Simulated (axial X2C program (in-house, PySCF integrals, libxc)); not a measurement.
# All-electron X2C curves of IrN, part 2 of 2

Computed with an in-house X2C program for linear molecules on PySCF integrals; all-electron X2C, Ir dyall-cv3z, N dyall-av3z. The steps go on from the part before.

## (11) PBE0, 2c

State followed: Ω = 0 (closed shell). The scan is laid around 1.586 Å, a first estimate of the minimum, and this SCF restarts from the orbitals of the search.

The SCF at the reference distance of 1.586 Å:

```text
two-component X2C + atomic mean field  PBE0
basis functions 235  fitting functions 1171  grid points 5071
iter        total energy     max residual
   1     -17884.943517712     4.75e-06
   2     -17884.943517710     1.64e-05
   3     -17884.943517714     1.16e-06
   4     -17884.943517714     1.25e-06
converged
one-electron -24860.68340760  Coulomb 7171.54997709  exact exchange -88.43143936  xc functional -271.08414663  nuclear repulsion 179.84017446  atomic mean-field constant -16.13467567
```

Along the bond, energies from the lowest point:

```
R (Å)  E (eV)  μ (D)  HOMO (eV)  LUMO (eV)  iterations
1.380  2.2506  -0.59      -6.59      -2.73          14
1.443  0.9286  -0.98      -6.68      -3.02          14
1.491  0.3636  -1.25      -6.74      -3.23          14
1.538  0.0745  -1.52      -6.79      -3.42          14
1.586  0.0000  -1.77      -6.83      -3.59           4
1.641  0.1167  -2.06      -6.87      -3.76          15
1.697  0.3920  -2.34      -6.89      -3.90          15
1.768  0.9013  -2.68      -6.92      -4.04          16
1.856  1.6608  -3.04      -6.94      -4.18          17
1.982  2.8714  -3.45      -6.96      -4.32          19
2.157  4.5093  -3.89      -6.90      -4.43          32
2.379  6.3363  -4.07      -6.80      -4.66         111
```

Dipoles are positive if N is the positive end.

Outer spinors at the reference distance:

| ω | occupied | ε (eV) | atomic character | λ mixture |
| --- | --- | --- | --- | --- |
| 1/2 | yes | -22.88 | 57% N s, 22% Ir d, 8% Ir p | 100% σ |
| 1/2 | yes | -12.20 | 43% Ir d, 43% N p, 8% N s | 59% σ, 41% π |
| 3/2 | yes | -11.65 | 50% Ir d, 44% N p | 98% π, 2% δ |
| 1/2 | yes | -11.60 | 48% N p, 40% Ir d, 4% N s | 59% π, 41% σ |
| 3/2 | yes | -8.32 | 93% Ir d, 3% N p | 97% δ, 3% π |
| 5/2 | yes | -7.37 | 96% Ir d | 100% δ |
| 1/2 | yes | -6.83 | 47% Ir s, 23% N p, 18% Ir d | 98% σ, 2% π |
| 1/2 | no | -3.59 | 34% Ir d, 32% N p, 23% Ir p | 91% π, 9% σ |
| 3/2 | no | -3.03 | 41% Ir d, 31% N p, 19% Ir p | 98% π, 2% δ |
| 1/2 | no | -1.85 | 42% Ir p, 23% Ir d, 19% N p | 93% σ, 7% π |
| 1/2 | no | 0.23 | 72% Ir p, 12% N p, 8% Ir d | 99% π, 1% σ |

PBE0 fields in the half plane through the axis: z from -2.4 to 3.9 Å across, distance from the axis 0.15 to 2.25 Å upwards; Ir lies at z = 0 and N at z = 1.586 Å; the ELF is damped to zero where the density is low.

log10 density (e/bohr³). Ten even steps from '0' (-5.52 ) to '9' (1.84 ):
```
1222333333333222111000
2223334444433332221100
2233444444444433322110
2333445555554444333211
2334455666555555443221
2334456676666665543321
3334556787666666554322
3344567898767876654332
```

ELF. Ten even steps from ' ' (0.00 ) to '@' (0.95 ):
```
        ..::------::..                      
      ..----======--::..                    
    ..::--====++++==--::..                  
  ....::::--==++++==--::::::::::::..        
  ........::--==++==----++++******==::      
  ......  ..--++**++--==####%%%%%%##++::    
  ..      ::++++==++==++%%**%%@@@@@@##--    
  ..    ..==##==--==++++##++..@@@@@@%%==..  
```

Re = 1.582 Å, ωe = 1239 cm⁻¹, ωexe = 5 cm⁻¹, Be = 0.5161 cm⁻¹, De = 4.95 eV, μ = -1.75 D.

## (12) HF, 2c

Output at 1.586 Å:

```text
two-component X2C + atomic mean field  HF
basis functions 235  fitting functions 1171  grid points 5071
iter        total energy     max residual
   1     -17879.153689171     9.64e-01
   2     -17879.196724085     1.43e-02
   3     -17879.197757006     1.11e-02
   4     -17879.198758989     5.69e-03
   5     -17879.199032121     2.55e-03
   6     -17879.199219380     1.04e-03
   7     -17879.199286903     6.58e-04
   8     -17879.199323054     5.37e-04
   9     -17879.199374625     2.47e-04
  10     -17879.199396203     1.39e-04
  11     -17879.199401393     9.27e-05
  12     -17879.199403975     2.55e-05
  13     -17879.199404205     1.27e-05
  14     -17879.199404226     6.75e-06
  15     -17879.199404236     2.81e-06
  16     -17879.199404238     1.36e-06
  17     -17879.199404238     1.20e-06
converged
one-electron -24861.78450394  Coulomb 7172.79433671  exact exchange -353.91473580  xc functional 0.00000000  nuclear repulsion 179.84017446  atomic mean-field constant -16.13467567
```

No constants are quoted: the points don't follow one smooth fit.

## (13) PBEsol, 2c

The SCF at the reference distance of 1.586 Å:

```text
two-component X2C + atomic mean field  PBEsol
basis functions 235  fitting functions 1171  grid points 5071
iter        total energy     max residual
   1     -17879.598106817     7.04e-01
   2     -17879.602724612     1.63e-02
   3     -17879.513821634     8.58e-02
   4     -17879.586724885     3.38e-02
   5     -17879.606603717     2.56e-03
   6     -17879.606767640     9.39e-04
   7     -17879.606795639     2.97e-04
   8     -17879.606797744     1.05e-04
   9     -17879.606797870     4.59e-06
  10     -17879.606797870     2.45e-06
converged
one-electron -24858.70096985  Coulomb 7169.45164456  exact exchange 0.00000000  xc functional -354.06297137  nuclear repulsion 179.84017446  atomic mean-field constant -16.13467567
```

Re = 1.595 Å, ωe = 1201 cm⁻¹, ωexe = 5.04 cm⁻¹, Be = 0.5078 cm⁻¹, De = 6.79 eV, μ = -1.39 D.

## (14) PW91, 2c

The SCF at the reference distance of 1.586 Å:

```text
two-component X2C + atomic mean field  PW91
basis functions 235  fitting functions 1171  grid points 5071
iter        total energy     max residual
   1     -17887.026647384     3.02e-01
   2     -17887.032329863     8.98e-03
   3     -17887.029072329     1.76e-02
   4     -17887.032347992     9.31e-03
   5     -17887.031778118     1.07e-02
   6     -17887.033428041     5.76e-04
   7     -17887.033439173     2.21e-04
   8     -17887.033439842     6.53e-06
   9     -17887.033439843     4.57e-06
converged
one-electron -24859.70839971  Coulomb 7170.54905584  exact exchange 0.00000000  xc functional -361.57959475  nuclear repulsion 179.84017446  atomic mean-field constant -16.13467567
```

Re = 1.603 Å, ωe = 1176 cm⁻¹, ωexe = 5.06 cm⁻¹, Be = 0.5022 cm⁻¹, De = 6.37 eV, μ = -1.46 D.

## (15) TPSSh, 2c

The SCF at the reference distance of 1.586 Å:

```text
two-component X2C + atomic mean field  TPSSh
basis functions 235  fitting functions 1171  grid points 5071
iter        total energy     max residual
   1     -17884.595688595     2.67e-01
   2     -17884.596522994     1.50e-02
   3     -17884.584836679     2.53e-02
   4     -17884.588372281     2.52e-02
   5     -17884.597448460     7.12e-04
   6     -17884.597460927     2.39e-04
   7     -17884.597462323     3.79e-05
   8     -17884.597462358     4.39e-05
   9     -17884.597462383     3.59e-06
  10     -17884.597462385     8.81e-07
converged
one-electron -24859.19122784  Coulomb 7170.02412351  exact exchange -35.36825571  xc functional -323.76760115  nuclear repulsion 179.84017446  atomic mean-field constant -16.13467567
```

Re = 1.594 Å, ωe = 1202 cm⁻¹, ωexe = 4.86 cm⁻¹, Be = 0.5079 cm⁻¹, De = 5.47 eV, μ = -1.74 D.

## (16) Correlated methods, 2c

Correlated methods: 14 electrons correlated (frozen shells, counted by type: Ir 5 s, 4 p, 2 d, 1 f; N 1 s), 292 virtual spinors in MP2, 140 natural virtuals in coupled cluster.

Output of the correlated part at 1.586 Å:

```text
correlated 14  virtual 292  natural virtual 140  E(MP2) -0.635482364  MP2 remainder -0.012801019
iter   CCSD correlation   residual
   1     -0.483393912   4.38e-01
   2     -0.537939313   2.73e-01
   3     -0.542797155   5.21e-02
   4     -0.544744433   2.80e-02
   5     -0.545280697   1.31e-02
   6     -0.545503114   8.91e-03
   7     -0.545293265   6.50e-03
   8     -0.545361214   4.04e-03
   9     -0.545529482   2.28e-03
  10     -0.545429150   1.00e-03
  11     -0.545482718   5.14e-04
  12     -0.545468545   1.78e-04
  13     -0.545466278   5.43e-05
  14     -0.545465732   2.36e-05
  15     -0.545465081   1.06e-05
  16     -0.545465334   5.70e-06
  17     -0.545465356   3.55e-06
  18     -0.545465292   2.43e-06
  19     -0.545465348   1.75e-06
  20     -0.545465275   1.18e-06
  21     -0.545465288   6.55e-07
(T) -0.040343552  T1 0.0609  D1 0.1246  max T2 0.079
```

MP2: No constants are quoted: the points don't follow one smooth fit.

CCSD: No constants are quoted: the points don't follow one smooth fit.

CCSD(T): Re = 1.606 Å, ωe = 1136 cm⁻¹, ωexe = 11 cm⁻¹, Be = 0.5007 cm⁻¹, De = 4.79 eV. T1 at Re = 0.046 (Lee–Taylor, the printed value over √2).

## (17) A higher determinant, 2c

State: Ω = 2 (excess of +ω over −ω: ω = -1/2, ω = 5/2).

Output at the reference distance:

```text
two-component X2C + atomic mean field  PBE0
basis functions 235  fitting functions 1171  grid points 5071
iter        total energy     max residual
   1     -17884.909566110     1.85e-05
   2     -17884.909566133     2.56e-05
   3     -17884.909566142     2.26e-05
   4     -17884.909566153     1.55e-05
   5     -17884.909566160     5.80e-06
   6     -17884.909566162     1.12e-06
converged
one-electron -24858.63730423  Coulomb 7169.54268689  exact exchange -88.44195573  xc functional -271.07849189  nuclear repulsion 179.84017446  atomic mean-field constant -16.13467567
```

```
R (Å)  E above the lowest PBE0 point (eV)
1.380                               4.391
1.443                               2.657
1.491                               1.804
1.538                               1.247
1.586                               0.924
1.641                               0.777
1.697                               0.817
1.768                               1.060
1.856                               1.522
```

Re = 1.655 Å, ωe = 1078 cm⁻¹, Be = 0.4713 cm⁻¹, μ = -2.18 D. Te = 0.77 eV.

State: Ω = 3 (excess of +ω over −ω: ω = 1/2, ω = 5/2).

Output at the reference distance:

```text
two-component X2C + atomic mean field  PBE0
basis functions 235  fitting functions 1171  grid points 5071
iter        total energy     max residual
   1     -17884.904635016     1.19e-05
   2     -17884.904635025     2.18e-05
   3     -17884.904635033     9.56e-06
   4     -17884.904635039     4.81e-06
   5     -17884.904635041     4.20e-06
converged
one-electron -24858.82228391  Coulomb 7169.73429549  exact exchange -88.44342485  xc functional -271.07872056  nuclear repulsion 179.84017446  atomic mean-field constant -16.13467567
```

```
R (Å)  E above the lowest PBE0 point (eV)
1.380                               4.572
1.443                               2.828
1.491                               1.966
1.538                               1.396
1.586                               1.058
1.641                               0.888
1.697                               0.895
1.768                               1.075
1.856                               1.428
```

Re = 1.666 Å, ωe = 1008 cm⁻¹, ωexe = 8.77 cm⁻¹, Be = 0.4654 cm⁻¹, μ = -2.10 D. Te = 0.87 eV.

## (18) The 2c curves together

Energy (eV) of the followed determinant, 2c, from each level's lowest point:

```
R (Å)   PBE0     HF    MP2   CCSD  CCSD(T)  PBEsol   PW91  TPSSh
1.380  2.251  1.764  2.919    n/a      n/a   2.465  2.600  2.454
1.443  0.929  0.624  1.367  1.018    1.163   1.072  1.163  1.067
1.491  0.364  0.180  0.636  0.425    0.520   0.457  0.516  0.455
1.538  0.075  0.000  0.197  0.106    0.152   0.120  0.149  0.119
1.586  0.000  0.021  0.000  0.000    0.000   0.000  0.000  0.000
1.641  0.117  0.226  0.102  0.073    0.023   0.067  0.034  0.068
1.697  0.392  0.519  1.368  0.267    0.191   0.295  0.232  0.298
1.768  0.901  0.844  3.154  0.667    0.517   0.748  0.648  0.755
1.856  1.661  1.182  4.613    n/a      n/a   1.443  1.301  1.458
1.982  2.871  1.644  5.965    n/a      n/a   2.561  2.367  2.597
2.157  4.509  2.286  7.188    n/a      n/a   4.069  3.814  4.146
2.379  6.336  3.092  8.319    n/a      n/a   5.727  5.410  5.867
```

The whole job took 42 min on 2 threads, shared host.

## (19) Constants

This closing draws on all 2 parts.

Lowest determinant that the search found at its distance, spin-free: M_S = 0, Λ = 0 (closed shell).

Lowest determinant that the search found at its distance, 2c: Ω = 0 (closed shell).

```
Hamiltonian    level  Re (Å)  ωe (cm⁻¹)  De (eV)  μ (D)
  spin-free     PBE0   1.575       1286     5.43  -1.55
  spin-free       HF   1.547       1365   -0.939  -2.18
  spin-free      MP2   1.630       1136     7.38    n/a
  spin-free     CCSD   1.586       1240     4.67    n/a
  spin-free  CCSD(T)   1.601       1187     5.41    n/a
  spin-free   PBEsol   1.589       1244     7.34  -1.22
  spin-free     PW91   1.597       1219     6.88  -1.29
  spin-free    TPSSh   1.589       1242     5.85  -1.57
         2c     PBE0   1.582       1239     4.95  -1.75
         2c  CCSD(T)   1.606       1136     4.79    n/a
         2c   PBEsol   1.595       1201     6.79  -1.39
         2c     PW91   1.603       1176     6.37  -1.46
         2c    TPSSh   1.594       1202     5.47  -1.74
```

Dipoles are positive if N is the positive end. No constants: 2c HF (the points don't follow one smooth fit); 2c MP2 (the points don't follow one smooth fit); 2c CCSD (the points don't follow one smooth fit).

Time per point (s) on 2 threads, shared host (2c runs); the times are rough: PBE0 5.6, CCSD(T) 110, PBEsol 2.4, PW91 3.4, TPSSh 5.8.

What this shows: At CCSD(T), going from spin-free to two-component changes Re by +5 mÅ, ωe by -4.3 %; at least one of these shifts is too large to ignore. De moves by -0.62 eV; both De rest on single-determinant atoms, which can miss part of an open shell's spin–orbit lowering. De is negative at HF: there the minimum lies above the ground-state fragments.

De refers to Ir + N, each in the lowest determinant found, which need not be this curve's own limit. Each curve is one determinant whose occupation by symmetry is held fixed; it was picked as the lowest of a PBE0 search that is not exhaustive. The closed shell is kept restricted; where the fragments are open shells, the energy then runs too high at long range. De is counted from the lowest determinant-based energies of the atoms at the same level, without counterpoise correction. Coupled cluster ran in a truncated set of natural virtual spinors; the MP2 energy of the rest was added. The meta-GGAs lack a current-density term, which matters for open shells with orbital currents, atoms included. T1 at Re is 0.046 (Lee–Taylor), above the customary mark of 0.02.
